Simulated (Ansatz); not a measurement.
# Pd4Pt: the cost of one run

Method: DFT PBE, scalar-relativistic, plane waves, PAW, unless a step names another level, in Ansatz 0.2.0.

3 further runs of the same task are left out: 1 that didn't finish, 2 set aside as unsound or not needed.

## Step 1: Starting point

Symmetry: P-3m1, No. 164, trigonal system. Conventional cell: a = 2.756 Å, b = 2.756 Å, c = 11.915 Å, α = 90.00°, β = 90.00°, γ = 120.00°. Pd (site symmetry 3m) has 10 Pd at 2.59 to 2.81 Å as nearest neighbours. Pd (site symmetry 3m) has 9 Pd at 2.76 to 2.81 Å and 3 Pt at 2.83 Å as nearest neighbours. Pt (site symmetry -3m) has 6 Pt at 2.76 Å and 6 Pd at 2.83 Å as nearest neighbours.

Coordinates:

```
CELL_PARAMETERS angstrom
2.75644 0.00000 0.00000
-1.37822 2.38715 0.00000
0.00000 0.00000 11.91472
ATOMIC_POSITIONS crystal
Pd 0.00000 0.00000 0.10886
Pd 0.00000 0.00000 0.89114
Pd 0.33333 0.66667 0.69663
Pd 0.66667 0.33333 0.30337
Pt 0.00000 0.00000 0.50000
```

It came out lowest among 21 distinct ends of the trial cells. At a tolerance of 0.05 Å it has space group P-3m1 (No. 164).

## Step 2: Relaxing to 0.001 eV/Å, on the response runs' mesh and smearing

Contents of input.yaml:

```yaml
crystal:
  lattice:
    - [2.7564409511, 0.0, 0.0]
    - [-1.3782204756, 2.3871478877, 0.0]
    - [0.0, 0.0, 11.9147227916]
  atoms:
    - { symbol: Pd, position: [0.0, 0.0, 0.1088594542] }
    - { symbol: Pd, position: [0.0, 0.0, 0.8911405458] }
    - { symbol: Pd, position: [0.3333333333, 0.6666666667, 0.6966327946] }
    - { symbol: Pd, position: [0.6666666667, 0.3333333333, 0.3033672054] }
    - { symbol: Pt, position: [0.0, 0.0, 0.5] }
basis:
  ecutwfc: 420
kpoints:
  mp_grid: { grid: [12, 12, 4] }
hamiltonian:
  xc: pbe
scf:
  occupations: { method: gaussian, width: 0.1 }
output:
  forces: true
  stress: true
  eigenvalues: true
relax:
  adjacent_minimum: "off"
  f_tol: 0.001
  max_steps: 60
  cell: { stress_tol: 0.01 }
```

Command:

```
> ansatz run input.yaml --threads 3 --pin off --max-ram 7680MiB --backend cpu --events-out ev --progress --plain --runs-dir out
```

Q: Estimate wall time and peak memory on 3 threads of Intel Xeon Platinum 8488C (Sapphire Rapids), shared host.

About 13 s, with a peak of 0.61 GiB.
